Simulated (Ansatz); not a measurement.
# EuFe4As12: the cost of one run

Program: Ansatz 0.2.0. Level of theory: DFT PBE, scalar-relativistic, plane waves, PAW. These are calculated values, not measurements.

### 1 The starting structure

Symmetry: Im-3, No. 204, cubic system. Conventional cell: a = 8.349 Å, b = 8.349 Å, c = 8.349 Å, α = 90.00°, β = 90.00°, γ = 90.00°. Eu (site symmetry m-3) is surrounded by 12 As at 3.15 Å and 8 Fe at 3.62 Å. Fe (site symmetry -3) has 6 As at 2.36 Å as nearest neighbours. Around As (site symmetry m) lie 2 Fe at 2.36 Å and 2 As at 2.60 to 2.61 Å and 1 Eu at 3.15 Å.

Coordinates:

```cif
data_structure
_symmetry_space_group_name_H-M 'P 1'
_symmetry_Int_Tables_number 1
_cell_length_a 7.2305
_cell_length_b 7.2305
_cell_length_c 7.2305
_cell_angle_alpha 109.471
_cell_angle_beta 109.471
_cell_angle_gamma 109.471
_cell_volume 290.99
loop_
_atom_site_label
_atom_site_type_symbol
_atom_site_fract_x
_atom_site_fract_y
_atom_site_fract_z
_atom_site_occupancy
Eu1 Eu 0.00000 0.00000 0.00000 1
Fe1 Fe 0.50000 0.00000 0.00000 1
Fe2 Fe 0.00000 0.50000 0.00000 1
Fe3 Fe 0.00000 0.00000 0.50000 1
Fe4 Fe 0.50000 0.50000 0.50000 1
As1 As 0.50062 0.65633 0.84429 1
As2 As 0.49938 0.34367 0.15571 1
As3 As 0.81204 0.65633 0.15571 1
As4 As 0.18796 0.34367 0.84429 1
As5 As 0.84429 0.18796 0.34367 1
As6 As 0.15571 0.81204 0.65633 1
As7 As 0.15571 0.49938 0.34367 1
As8 As 0.84429 0.50062 0.65633 1
As9 As 0.65633 0.15571 0.81204 1
As10 As 0.34367 0.84429 0.18796 1
As11 As 0.34367 0.15571 0.49938 1
As12 As 0.65633 0.84429 0.50062 1
```

This cell comes from an earlier session at PBE: 17.117 Å³/atom at 0.00 GPa, on a 6×6×6 mesh.

### 2 Ferrimagnetic, in the cell as typed

The input, input.yaml:

```yaml
crystal:
  lattice:
    - [-4.1745063709, 4.1745063709, 4.1745063709]
    - [4.1745063709, -4.1745063709, 4.1745063709]
    - [4.1745063709, 4.1745063709, -4.1745063709]
  atoms:
    - { symbol: Eu, position: [0.0, 0.0, 0.0], spin: 7.0 }
    - { symbol: Fe, position: [0.5, 0.0, 0.0], spin: -2.5 }
    - { symbol: Fe, position: [0.0, 0.5, 0.0], spin: -2.5 }
    - { symbol: Fe, position: [0.0, 0.0, 0.5], spin: -2.5 }
    - { symbol: Fe, position: [0.5, 0.5, 0.5], spin: -2.5 }
    - { symbol: As, position: [0.5006247213, 0.6563335568, 0.8442911646] }
    - { symbol: As, position: [0.4993752787, 0.3436664432, 0.1557088354] }
    - { symbol: As, position: [0.8120423922, 0.6563335568, 0.1557088354] }
    - { symbol: As, position: [0.1879576078, 0.3436664432, 0.8442911646] }
    - { symbol: As, position: [0.8442911646, 0.1879576078, 0.3436664432] }
    - { symbol: As, position: [0.1557088354, 0.8120423922, 0.6563335568] }
    - { symbol: As, position: [0.1557088354, 0.4993752787, 0.3436664432] }
    - { symbol: As, position: [0.8442911646, 0.5006247213, 0.6563335568] }
    - { symbol: As, position: [0.6563335568, 0.1557088354, 0.8120423922] }
    - { symbol: As, position: [0.3436664432, 0.8442911646, 0.1879576078] }
    - { symbol: As, position: [0.3436664432, 0.1557088354, 0.4993752787] }
    - { symbol: As, position: [0.6563335568, 0.8442911646, 0.5006247213] }
basis:
  ecutwfc: 420
  ecutrho_ratio: 4
kpoints:
  mp_grid: { grid: [6, 6, 6] }
hamiltonian:
  xc: pbe
scf:
  occupations: { method: gaussian, width: 0.05 }
  lower_state_search: "off"
output:
  forces: true
  stress: true
  eigenvalues: true
  populations: true
magnetization:
  spin_polarized: true
```

Run with:

```
ansatz run input.yaml --threads 4 --pin off --max-ram 10240MiB --backend cpu --events-out ev --progress --plain --runs-dir out
```

Q: Estimate wall time and peak memory on 4 threads of Intel Xeon Platinum 8259CL at 2.50GHz (Skylake/Cascade Lake), shared host.

About 1.8 min, with a peak of 2.2 GiB.
